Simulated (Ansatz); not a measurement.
**C2H9BOSi: molecular dynamics**

Purpose: to follow the molecule's vibrations and see whether its bonds hold. The start is relaxed first. Runs: 40 steps of 4 fs at constant energy, with velocities drawn for 200 K. SMILES of the start: BC([SiH3])CO.

All numbers below are computed with Ansatz 0.2.0 (RKS r2SCAN/STO-3G).

### 1 The system as given

Bond lengths: B1–C2 1.565 Å, C2–Si3 1.844 Å, C2–C4 1.530 Å, C4–O5 1.468 Å, B1–H6 1.175 Å, B1–H7 1.214 Å, C2–H8 1.132 Å, Si3–H9 1.470 Å, Si3–H10 1.491 Å, Si3–H11 1.493 Å, C4–H12 1.128 Å, C4–H13 1.020 Å, O5–H14 0.980 Å. Angles (14 of 22 angles, heavy atoms first): B1–C2–Si3 106.8°, B1–C2–C4 114.2°, Si3–C2–C4 108.2°, C2–C4–O5 108.6°, B1–C2–H8 112.2°, Si3–C2–H8 106.0°, C4–C2–H8 109.0°, C2–B1–H6 123.1°, C2–B1–H7 119.1°, C2–Si3–H9 111.8°, C2–Si3–H10 111.4°, C2–Si3–H11 111.1°, C2–C4–H12 108.5°, C2–C4–H13 114.5°.

Coordinates:

```xyz
14

B    -1.3484    0.2972    0.9061
C    -0.1119    0.3719   -0.0495
Si    1.3917    0.2926    1.0151
C    -0.0363   -0.7680   -1.0672
O    -1.2065   -0.6862   -1.9491
H    -2.2057   -0.4974    0.7848
H    -1.5327    1.1921    1.7051
H    -0.0543    1.3602   -0.5989
H     2.6270    0.3840    0.2228
H     1.4366   -0.9747    1.7989
H     1.4156    1.4188    1.9945
H    -0.1430   -1.7474   -0.5176
H     0.7858   -0.7431   -1.6699
H    -1.0310    0.0707   -2.5463
```

### 2 Preparing the start

input.yaml reads:

```yaml
crystal:
  periodic: [false, false, false]
  atoms:
    - { symbol: B, position_ang: [-1.3484, 0.2972, 0.9061] }
    - { symbol: C, position_ang: [-0.1119, 0.3719, -0.0495] }
    - { symbol: Si, position_ang: [1.3917, 0.2926, 1.0151] }
    - { symbol: C, position_ang: [-0.0363, -0.768, -1.0672] }
    - { symbol: O, position_ang: [-1.2065, -0.6862, -1.9491] }
    - { symbol: H, position_ang: [-2.2057, -0.4974, 0.7848] }
    - { symbol: H, position_ang: [-1.5327, 1.1921, 1.7051] }
    - { symbol: H, position_ang: [-0.0543, 1.3602, -0.5989] }
    - { symbol: H, position_ang: [2.627, 0.384, 0.2228] }
    - { symbol: H, position_ang: [1.4366, -0.9747, 1.7989] }
    - { symbol: H, position_ang: [1.4156, 1.4188, 1.9945] }
    - { symbol: H, position_ang: [-0.143, -1.7474, -0.5176] }
    - { symbol: H, position_ang: [0.7858, -0.7431, -1.6699] }
    - { symbol: H, position_ang: [-1.031, 0.0707, -2.5463] }
basis:
  gaussian: { orbitals: STO-3G }
hamiltonian:
  xc: r2scan
relax:
  f_tol: 0.02
  max_steps: 40
scf:
  lower_state_search: "off"
```

The run is started by

```bash
> ansatz run input.yaml --threads 1 --pin off --max-ram 2048MiB --backend cpu --events-out ev --progress --plain --runs-dir out
```

The log of the run:

```text
Warning: RAYON_NUM_THREADS=1 ignored (pool sized by the plan → 1); use --threads N
The last accepted step is kept in <dir> (removed where the run ends without a failure and the disk answers)
Engine: ansatz 0.2.0, aarch64-unknown-linux-gnu
Functional definition: r2SCAN
  parameter k0 = 0.174
  parameter k1 = 0.065
  parameter a1 = 4.9479
  exchange = r2scan_x(k0 = k0, k1 = k1, a1 = a1)
  correlation = r2scan_c
these checks for a lower state are left out or cut short: stability, starts, cluster_reference, orbital_swaps, neighbouring_geometries, increment
555 factors; integrals over basis functions are off by at most 2.0e-5 eV
mean field evaluation 1: about -12661.7902 eV, gradient 2.2e1 eV
mean field evaluation 2: about -12661.1997 eV, gradient 2.6e1 eV
mean field evaluation 4: about -12663.3855 eV, gradient 7.5e-1 eV
mean field evaluation 8: about -12663.2663 eV, gradient 2.2e-2 eV
mean field evaluation 16: about -12663.2663 eV, gradient 2.2e-6 eV
mean field -12663.26630397 eV, -465.3664532008 hartree, gradient 2.2e-6 eV, S^2 0.000000; 0 other end points of the search recorded, 0 dependent functions left out
the calculation of the forces begins
reference -12663.26631115 eV, -465.3664534644 hartree; 24, 24 occupied and 14, 14 virtual orbitals, 555 factors
relax step   1: F+E_penalty+E_count = -12663.26630397 eV  Δ(F+E_penalty+E_count) = +0.000e0 eV  max|allowed force component| = 4.646e0 eV/Å  Δτ_max = 0.0000 Å  (13 SCF iters, accepted)
these checks for a lower state are left out or cut short: stability, starts, cluster_reference, orbital_swaps, neighbouring_geometries, increment
555 factors; integrals over basis functions are off by at most 2.3e-5 eV
mean field -12663.66027658 eV, -465.3809314271 hartree, gradient 2.5e-6 eV, S^2 0.000000; 0 other end points of the search recorded, 0 dependent functions left out
the calculation of the forces begins
reference -12663.66028375 eV, -465.3809316905 hartree; 24, 24 occupied and 14, 14 virtual orbitals, 555 factors
relax step   2: F+E_penalty+E_count = -12663.66027658 eV  Δ(F+E_penalty+E_count) = -3.940e-1 eV  max|allowed force component| = 2.251e0 eV/Å  Δτ_max = 0.1949 Å  (17 SCF iters, accepted)
these checks for a lower state are left out or cut short: stability, starts, cluster_reference, orbital_swaps, neighbouring_geometries, increment
555 factors; integrals over basis functions are off by at most 2.2e-5 eV
mean field -12663.89154433 eV, -465.3894303603 hartree, gradient 2.9e-6 eV, S^2 0.000000; 0 other end points of the search recorded, 0 dependent functions left out
the calculation of the forces begins
reference -12663.89155152 eV, -465.3894306242 hartree; 24, 24 occupied and 14, 14 virtual orbitals, 555 factors
relax step   3: F+E_penalty+E_count = -12663.89154433 eV  Δ(F+E_penalty+E_count) = -2.313e-1 eV  max|allowed force component| = 7.557e-1 eV/Å  Δτ_max = 0.1086 Å  (17 SCF iters, accepted)
these checks for a lower state are left out or cut short: stability, starts, cluster_reference, orbital_swaps, neighbouring_geometries, increment
555 factors; integrals over basis functions are off by at most 2.2e-5 eV
mean field evaluation 32: about -12664.0313 eV, gradient 1.7e-1 eV
mean field -12663.91057704 eV, -465.3901297993 hartree, gradient 2.8e-6 eV, S^2 0.000000; 0 other end points of the search recorded, 0 dependent functions left out
the calculation of the forces begins
reference -12663.91058422 eV, -465.3901300631 hartree; 24, 24 occupied and 14, 14 virtual orbitals, 555 factors
relax step   4: F+E_penalty+E_count = -12663.91057704 eV  Δ(F+E_penalty+E_count) = -1.903e-2 eV  max|allowed force component| = 1.253e0 eV/Å  Δτ_max = 0.1999 Å  (16 SCF iters, accepted)
these checks for a lower state are left out or cut short: stability, starts, cluster_reference, orbital_swaps, neighbouring_geometries, increment
555 factors; integrals over basis functions are off by at most 2.3e-5 eV
mean field -12663.95351485 eV, -465.3917077346 hartree, gradient 2.6e-6 eV, S^2 0.000000; 0 other end points of the search recorded, 0 dependent functions left out
the calculation of the forces begins
reference -12663.95352202 eV, -465.3917079981 hartree; 24, 24 occupied and 14, 14 virtual orbitals, 555 factors
relax step   5: F+E_penalty+E_count = -12663.95351485 eV  Δ(F+E_penalty+E_count) = -4.294e-2 eV  max|allowed force component| = 3.375e-1 eV/Å  Δτ_max = 0.0578 Å  (18 SCF iters, accepted)
these checks for a lower state are left out or cut short: stability, starts, cluster_reference, orbital_swaps, neighbouring_geometries, increment
555 factors; integrals over basis functions are off by at most 2.3e-5 eV
mean field -12663.97610559 eV, -465.3925379290 hartree, gradient 2.4e-6 eV, S^2 0.000000; 0 other end points of the search recorded, 0 dependent functions left out
the calculation of the forces begins
reference -12663.97611277 eV, -465.3925381931 hartree; 24, 24 occupied and 14, 14 virtual orbitals, 555 factors
relax step   6: F+E_penalty+E_count = -12663.97610559 eV  Δ(F+E_penalty+E_count) = -2.259e-2 eV  max|allowed force component| = 1.572e-1 eV/Å  Δτ_max = 0.2000 Å  (16 SCF iters, accepted)
these checks for a lower state are left out or cut short: stability, starts, cluster_reference, orbital_swaps, neighbouring_geometries, increment
555 factors; integrals over basis functions are off by at most 2.3e-5 eV
mean field -12663.98152728 eV, -465.3927371725 hartree, gradient 2.6e-6 eV, S^2 0.000000; 0 other end points of the search recorded, 0 dependent functions left out
the calculation of the forces begins
reference -12663.98153444 eV, -465.3927374358 hartree; 24, 24 occupied and 14, 14 virtual orbitals, 555 factors
relax step   7: F+E_penalty+E_count = -12663.98152728 eV  Δ(F+E_penalty+E_count) = -5.422e-3 eV  max|allowed force component| = 1.363e-1 eV/Å  Δτ_max = 0.0232 Å  (18 SCF iters, accepted)
these checks for a lower state are left out or cut short: stability, starts, cluster_reference, orbital_swaps, neighbouring_geometries, increment
555 factors; integrals over basis functions are off by at most 2.7e-5 eV
mean field evaluation 64: about -12663.9833 eV, gradient 7.3e-7 eV
mean field -12663.98328956 eV, -465.3928019353 hartree, gradient 2.6e-6 eV, S^2 0.000000; 0 other end points of the search recorded, 0 dependent functions left out
the calculation of the forces begins
reference -12663.98329670 eV, -465.3928021974 hartree; 24, 24 occupied and 14, 14 virtual orbitals, 555 factors
relax step   8: F+E_penalty+E_count = -12663.98328956 eV  Δ(F+E_penalty+E_count) = -1.762e-3 eV  max|allowed force component| = 1.403e-1 eV/Å  Δτ_max = 0.0687 Å  (17 SCF iters, accepted)
these checks for a lower state are left out or cut short: stability, starts, cluster_reference, orbital_swaps, neighbouring_geometries, increment
555 factors; integrals over basis functions are off by at most 3.1e-5 eV
mean field -12663.98670734 eV, -465.3929275362 hartree, gradient 2.4e-6 eV, S^2 0.000000; 0 other end points of the search recorded, 0 dependent functions left out
the calculation of the forces begins
reference -12663.98671445 eV, -465.3929277976 hartree; 24, 24 occupied and 14, 14 virtual orbitals, 555 factors
relax step   9: F+E_penalty+E_count = -12663.98670734 eV  Δ(F+E_penalty+E_count) = -3.418e-3 eV  max|allowed force component| = 5.854e-2 eV/Å  Δτ_max = 0.0499 Å  (17 SCF iters, accepted)
these checks for a lower state are left out or cut short: stability, starts, cluster_reference, orbital_swaps, neighbouring_geometries, increment
555 factors; integrals over basis functions are off by at most 3.0e-5 eV
mean field -12663.98746450 eV, -465.3929553612 hartree, gradient 2.6e-6 eV, S^2 0.000000; 0 other end points of the search recorded, 0 dependent functions left out
the calculation of the forces begins
reference -12663.98747161 eV, -465.3929556227 hartree; 24, 24 occupied and 14, 14 virtual orbitals, 555 factors
relax step  10: F+E_penalty+E_count = -12663.98746450 eV  Δ(F+E_penalty+E_count) = -7.572e-4 eV  max|allowed force component| = 8.115e-2 eV/Å  Δτ_max = 0.0189 Å  (18 SCF iters, accepted)
these checks for a lower state are left out or cut short: stability, starts, cluster_reference, orbital_swaps, neighbouring_geometries, increment
555 factors; integrals over basis functions are off by at most 3.0e-5 eV
mean field -12663.98763777 eV, -465.3929617290 hartree, gradient 4.3e-6 eV, S^2 0.000000; 0 other end points of the search recorded, 0 dependent functions left out
the calculation of the forces begins
reference -12663.98764489 eV, -465.3929619904 hartree; 24, 24 occupied and 14, 14 virtual orbitals, 555 factors
relax step  11: F+E_penalty+E_count = -12663.98763777 eV  Δ(F+E_penalty+E_count) = -1.733e-4 eV  max|allowed force component| = 4.862e-2 eV/Å  Δτ_max = 0.0093 Å  (12 SCF iters, accepted)
these checks for a lower state are left out or cut short: stability, starts, cluster_reference, orbital_swaps, neighbouring_geometries, increment
555 factors; integrals over basis functions are off by at most 3.0e-5 eV
mean field -12663.98773434 eV, -465.3929652778 hartree, gradient 2.6e-6 eV, S^2 0.000000; 0 other end points of the search recorded, 0 dependent functions left out
the calculation of the forces begins
reference -12663.98774145 eV, -465.3929655393 hartree; 24, 24 occupied and 14, 14 virtual orbitals, 555 factors
relax step  12: F+E_penalty+E_count = -12663.98773434 eV  Δ(F+E_penalty+E_count) = -9.657e-5 eV  max|allowed force component| = 1.742e-2 eV/Å  Δτ_max = 0.0054 Å  (12 SCF iters, accepted)
Total energy: -12663.98774145 eV, -465.3929655393 hartree
Atom 0 at    -1.328136     0.357867     0.893671 Å, force     0.009806    -0.002534     0.017354 eV/Å
Atom 1 at    -0.138152     0.406960    -0.080733 Å, force    -0.006222    -0.014559    -0.017421 eV/Å
Atom 2 at     1.364754     0.254585     1.091905 Å, force     0.004227     0.002764     0.002563 eV/Å
Atom 3 at    -0.074309    -0.745057    -1.147897 Å, force     0.005698     0.011090     0.016907 eV/Å
Atom 4 at    -1.232359    -0.757873    -2.045730 Å, force     0.000105     0.002433    -0.001991 eV/Å
Atom 5 at    -1.798054    -0.672940     1.201919 Å, force    -0.003455     0.004410    -0.003146 eV/Å
Atom 6 at    -1.714032     1.337382     1.414461 Å, force    -0.003159    -0.001629    -0.005403 eV/Å
Atom 7 at    -0.016028     1.382765    -0.578821 Å, force    -0.001496     0.002221    -0.001006 eV/Å
Atom 8 at     2.555676     0.219404     0.271055 Å, force    -0.001923    -0.000770    -0.001227 eV/Å
Atom 9 at     1.285078    -0.964811     1.862849 Å, force    -0.000403     0.000738    -0.000478 eV/Å
Atom 10 at     1.432594     1.389131     1.984767 Å, force    -0.002427    -0.001485    -0.000421 eV/Å
Atom 11 at    -0.090239    -1.728116    -0.635421 Å, force    -0.002291    -0.000120    -0.002371 eV/Å
Atom 12 at     0.884338    -0.674200    -1.717505 Å, force     0.000902    -0.003018    -0.003496 eV/Å
Atom 13 at    -1.144232     0.165603    -2.485720 Å, force     0.000639     0.000460     0.000138 eV/Å
Dipole moment:     0.376340     0.228028    -0.034368 e Å
Checks for a lower state left out: stability, starts, cluster_reference, orbital_swaps, neighbouring_geometries, increment
```

Wall time 46 s (1 thread of Arm Neoverse V1, shared host); peak memory 0.14 GiB.

Relaxation path:

```csv
step,energy from step 1 (eV),largest force component (eV/Å)
1,0.0000,4.6459
2,-0.3940,2.2509
3,-0.6252,0.7557
4,-0.6443,1.2528
5,-0.6872,0.3375
6,-0.7098,0.1572
7,-0.7152,0.1363
8,-0.7170,0.1403
9,-0.7204,0.0585
10,-0.7212,0.0812
11,-0.7213,0.0486
12,-0.7214,0.0174
```

Step 1 is the start.

After: Bond lengths: B1–C2 1.539 Å, C2–Si3 1.912 Å, C2–C4 1.572 Å, C4–O5 1.465 Å, B1–H6 1.174 Å, B1–H7 1.175 Å, C2–H8 1.102 Å, Si3–H9 1.447 Å, Si3–H10 1.445 Å, Si3–H11 1.445 Å, C4–H12 1.109 Å, C4–H13 1.117 Å, O5–H14 1.027 Å. Angles (14 of 22 angles, heavy atoms first): B1–C2–Si3 102.5°, B1–C2–C4 116.0°, Si3–C2–C4 109.0°, C2–C4–O5 113.0°, B1–C2–H8 113.6°, Si3–C2–H8 105.1°, C4–C2–H8 109.7°, C2–B1–H6 120.3°, C2–B1–H7 120.5°, C2–Si3–H9 107.5°, C2–Si3–H10 110.6°, C2–Si3–H11 110.7°, C2–C4–H12 109.6°, C2–C4–H13 109.5°.

### 3 The run

40 steps of 4 fs at constant energy, with velocities drawn for 200 K, from the relaxed start.

input.yaml reads:

```yaml
crystal:
  periodic: [false, false, false]
  atoms:
    - { symbol: B, position_ang: [-1.328136, 0.357867, 0.893671] }
    - { symbol: C, position_ang: [-0.138152, 0.40696, -0.080733] }
    - { symbol: Si, position_ang: [1.364754, 0.254585, 1.091905] }
    - { symbol: C, position_ang: [-0.074309, -0.745057, -1.147897] }
    - { symbol: O, position_ang: [-1.232359, -0.757873, -2.04573] }
    - { symbol: H, position_ang: [-1.798054, -0.67294, 1.201919] }
    - { symbol: H, position_ang: [-1.714032, 1.337382, 1.414461] }
    - { symbol: H, position_ang: [-0.016028, 1.382765, -0.578821] }
    - { symbol: H, position_ang: [2.555676, 0.219404, 0.271055] }
    - { symbol: H, position_ang: [1.285078, -0.964811, 1.862849] }
    - { symbol: H, position_ang: [1.432594, 1.389131, 1.984767] }
    - { symbol: H, position_ang: [-0.090239, -1.728116, -0.635421] }
    - { symbol: H, position_ang: [0.884338, -0.6742, -1.717505] }
    - { symbol: H, position_ang: [-1.144232, 0.165603, -2.48572] }
basis:
  gaussian: { orbitals: STO-3G }
hamiltonian:
  xc: r2scan
md:
  timestep: 4.0
  n_steps: 40
  ensemble: nve
  temperature: 200.0
  initial_velocities: maxwell_boltzmann
  seed: 575571
scf:
  lower_state_search: "off"
```

The run is started by

```bash
> ansatz run input.yaml --threads 1 --pin off --max-ram 2048MiB --backend cpu --events-out ev --progress --plain --runs-dir out
```

The log of the run (excerpt; [...] marks lines left out):

```text
Warning: RAYON_NUM_THREADS=1 ignored (pool sized by the plan → 1); use --threads N
[...]
Functional definition: r2SCAN
[...]
556 factors; integrals over basis functions are off by at most 1.4e-5 eV
[...]
mean field -12663.98773655 eV, -465.3929653589 hartree, gradient 1.9e-6 eV, S^2 0.000000; 0 other end points of the search recorded, 0 dependent functions left out
[...]
reference -12663.98774363 eV, -465.3929656192 hartree; 24, 24 occupied and 14, 14 virtual orbitals, 556 factors
md step     0: t =     0.00 fs  T =   200.0 K  F+E_penalty+E_count = -12663.98773655 eV  E_kin = 0.310224 eV  conserved = -12663.67751255 eV  (13 SCF iters)
[...]
md step    10: t =    40.00 fs  T = 51170.2 K  F+E_penalty+E_count = -12619.80482460 eV  E_kin = 79.371113 eV  conserved = -12540.43371199 eV  (1101 SCF iters)
[...]
Atom 5 at   -16.720152   -28.326128   142.473105 Å, force    -0.000001     0.000002    -0.000010 eV/Å
Atom 6 at   -25.703828    45.344169    10.931874 Å, force    -0.000079    -0.000072     0.000090 eV/Å
Atom 7 at    20.200444   121.804834   -68.498936 Å, force     0.000004     0.000005    -0.000003 eV/Å
Atom 8 at     2.090051   -13.519238    -7.494356 Å, force    -0.000331     0.001834     0.001804 eV/Å
Atom 9 at    -0.851286    30.385210   -46.683530 Å, force    -0.000049    -0.000133    -0.000114 eV/Å
Atom 10 at    -6.281435    35.776404    -0.715532 Å, force     0.000101    -0.000288     0.000079 eV/Å
Atom 11 at     7.584332   -63.053153    25.640626 Å, force    -0.000013     0.000069    -0.000022 eV/Å
Atom 12 at    37.324213    -7.070481   -18.893724 Å, force    -0.000039    -0.000035     0.000038 eV/Å
Atom 13 at     5.635705    38.169631   -29.767991 Å, force     0.000082    -0.000030     0.000151 eV/Å
Dipole moment:     0.188299   -13.698060    -0.615670 e Å
Checks for a lower state left out: stability, starts, cluster_reference, orbital_swaps, neighbouring_geometries, increment
```

It took 32 min on 1 thread of Arm Neoverse V1, shared host; peak memory 0.11 GiB.

### 4 Frames and traces

One step in 2; energies are changes from step 0:

```csv
time (fs),T (K),potential energy change (meV/atom),total energy change (meV/atom)
0.0,200,0.0,0.00
8.0,2515,324.8,581.27
16.0,50438,2280.5,7846.50
24.0,45936,2706.8,7774.02
32.0,45589,2628.0,7656.83
40.0,51170,3155.9,8803.13
48.0,53204,3053.9,8926.54
56.0,53327,2941.4,8827.56
64.0,52295,3382.0,9153.86
72.0,56997,3539.1,9831.93
80.0,80615,3704.1,12613.60
88.0,171919,3773.3,22798.77
96.0,171318,4157.3,23116.22
104.0,169000,4473.7,23175.73
112.0,185997,5322.3,25907.52
120.0,269051,5591.5,35378.66
128.0,268936,5649.8,35424.23
136.0,1541713,17055.7,187846.56
144.0,5788445,6327.6,647632.01
152.0,5788302,6343.3,647632.01
160.0,5788231,6351.1,647631.87
```

time (fs), T (K) and a bar:
```
      0.0        200 
      8.0       2515 
     12.0      19530 
     20.0      46964 
     28.0      45897 
     36.0      52868 
     40.0      51170 
     48.0      53204 
     56.0      53327 
     64.0      52295 
     68.0      56976 
     76.0      58487 
     84.0     170294 #
     92.0     170928 #
     96.0     171318 #
    104.0     169000 #
    112.0     185997 #
    120.0     269051 #
    124.0     268677 #
    132.0     270316 #
    140.0    5788546 ##############################
    148.0    5788364 ##############################
    152.0    5788302 ##############################
    160.0    5788231 ##############################
```

Bonds that form or break, judged by distance (formed within 1.15 times the sum of covalent radii and held on average over 12 fs, broken when stretched by half; pairs already stretched at the start don't count as bonds):

```csv
time (fs),bond,event
12.0,C4–H12,breaks
12.0,O5–H14,breaks
16.0,B1–H6,breaks
16.0,B1–H7,breaks
16.0,C2–H8,breaks
16.0,C4–H13,breaks
44.0,B1–C4,forms
48.0,C2–C4,breaks
52.0,B1–C2,breaks
68.0,Si3–H11,breaks
84.0,B1–Si3,forms
88.0,B1–C4,breaks
100.0,C2–Si3,breaks
104.0,Si3–H10,breaks
```

3 more events follow.

### 5 Outcome

```
                          quantity                                    value
           relaxation of the start                 11 moves, 0.721 eV lower
                            length                         40 steps of 4 fs
  temperature, first and last step                        200 and 5788231 K
          temperature, second half  mean 1860792 K, from 80615 to 5788546 K
     potential energy, second half            +5762 meV/atom from the start
largest change of the total energy                       647632.01 meV/atom
            bonds formed or broken                                       17
```

What this shows: The run blows up, reaching 5788546 K, so it describes no real motion. 160 fs on 14 atoms is far too short and small for converged averages. The nuclei move classically, without zero-point motion, which matters most for hydrogen. The basis is very small, so the numbers are rough.
